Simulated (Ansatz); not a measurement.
# Sc4Ta: the cost of one run

Program: Ansatz 0.2.0. Level of theory: DFT PBE, scalar-relativistic, plane waves, PAW. These are calculated values, not measurements.

### 1 The starting structure

It takes space group Pm-3m (No. 221, cubic). The conventional cell has a = 4.574 Å, b = 4.574 Å, c = 4.574 Å, α = 90.00°, β = 90.00°, γ = 90.00°. Sc (site symmetry 4/mmm) has 2 Sc at 2.29 Å as nearest neighbours. Sc (site symmetry m-3m) is surrounded by 6 Sc at 2.29 Å. Ta (site symmetry m-3m) has 12 Sc at 3.23 Å as nearest neighbours.

Structure file:

```
CELL_PARAMETERS angstrom
4.57404 0.00000 0.00000
0.00000 4.57404 0.00000
0.00000 0.00000 4.57404
ATOMIC_POSITIONS crystal
Sc 0.00000 0.50000 0.50000
Sc 0.50000 0.00000 0.50000
Sc 0.50000 0.50000 0.00000
Sc 0.50000 0.50000 0.50000
Ta 0.00000 0.00000 0.00000
```

Recipe of the guess: random cell by space group and Wyckoff sites (Pm-3m, No. 221). Its size is a rough estimate.

### 2 The guess as it stands, on a coarse mesh

File input.yaml:

```yaml
crystal:
  lattice:
    - [4.57403916, 0.0, 0.0]
    - [0.0, 4.57403916, 0.0]
    - [0.0, 0.0, 4.57403916]
  atoms:
    - { symbol: Sc, position: [0.0, 0.5, 0.5] }
    - { symbol: Sc, position: [0.5, 0.0, 0.5] }
    - { symbol: Sc, position: [0.5, 0.5, 0.0] }
    - { symbol: Sc, position: [0.5, 0.5, 0.5] }
    - { symbol: Ta, position: [0.0, 0.0, 0.0] }
basis:
  ecutwfc: 420
kpoints:
  mp_grid: { grid: [4, 4, 4] }
hamiltonian:
  xc: pbe
scf:
  occupations: { method: gaussian, width: 0.1 }
  lower_state_search: "off"
output:
  forces: true
  stress: true
  eigenvalues: true
```

Run with:

```bash
$ ansatz run input.yaml --threads 1 --pin off --max-ram 2560MiB --backend cpu --events-out ev --progress --plain --runs-dir out
```

**Question.** How long does this run take on 1 thread of Arm Neoverse V2, shared host, and how much memory does it need?

About 2.4 s, with a peak of 0.35 GiB.
